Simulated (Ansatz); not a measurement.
H2Sb, SMILES [SbH2], a ladder of basis sets

Computed with Ansatz 0.2.0 through its Python package.

The cells in order, each with its output:

In [1]:
```python
import warnings

import ansatz as az
from ase import Atoms
```

In [2]:
```python
warnings.simplefilter("ignore", az.DeckWarning)
```

In [3]:
```python
atoms = Atoms(["Sb", "H", "H"], positions=[
    (0.715, -0.3728, 0.3424),
    (0.0361, 1.3061, 0.1644),
    (-0.762, -0.9981, -0.52),
])
mol = az.Crystal.molecule_from_ase(atoms)
```

In [4]:
```python
calc = (
    mol.calculation()
    .functional("pbe0")
    .spin("collinear", total=1)
)
```

In [5]:
```python
energies = {}
for basis in ["def2-SVP", "def2-SVPD", "def2-TZVP", "def2-TZVPP"]:
    report = calc.basis(gaussian=basis).run(threads=1, pin="off").report
    size = report["n_frozen"] + report["n_occupied"][0] + report["n_virtual"][0]
    energies[basis] = (report["reference_energy_ev"] / 27.211386246, report["free_energy_ev"] / 27.211386246)
    print(f"{basis:14s} {size:4d} orbitals  reference {energies[basis][0]:14.6f} Ha  total {energies[basis][1]:14.6f} Ha")
```
```text
def2-SVP         36 orbitals  reference    -241.407246 Ha  total    -241.407246 Ha
def2-SVPD        48 orbitals  reference    -241.407806 Ha  total    -241.407806 Ha
def2-TZVP        62 orbitals  reference    -241.415511 Ha  total    -241.415511 Ha
def2-TZVPP       78 orbitals  reference    -241.415921 Ha  total    -241.415921 Ha
```

In [6]:
```python
last = energies["def2-TZVPP"][1]
for basis, (_, total) in energies.items():
    print(f"{basis:14s} lies {27.211386 * (total - last):9.4f} eV above def2-TZVPP")
```
```text
def2-SVP       lies    0.2360 eV above def2-TZVPP
def2-SVPD      lies    0.2208 eV above def2-TZVPP
def2-TZVP      lies    0.0111 eV above def2-TZVPP
def2-TZVPP     lies    0.0000 eV above def2-TZVPP
```

Against def2-SVP: def2-SVPD -0.6 mHa, def2-TZVP -8.3 mHa and def2-TZVPP -8.7 mHa. The last step alone is -0.41 mHa (these two sets differ little on atoms other than hydrogen). From the first set to the last the time grows from 1.0 to 1.4 s.

Reading the output:
- The drop along the ladder measures the basis error, and is no property of the molecule.
- The geometry is a force-field or estimated start, not a minimum of this method, and the last set is no limit. Much of the fall in a total is atomic energy, which cancels in bond and reaction energies.
- def2 sets replace the cores of elements past krypton by effective core potentials.
- The run takes the species as open-shell (spin multiplicity 2), which needn't be its ground state.
- Finished in 5.6 s on 1 thread of Arm Neoverse V1 (shared host), peak memory 0.19 GiB.
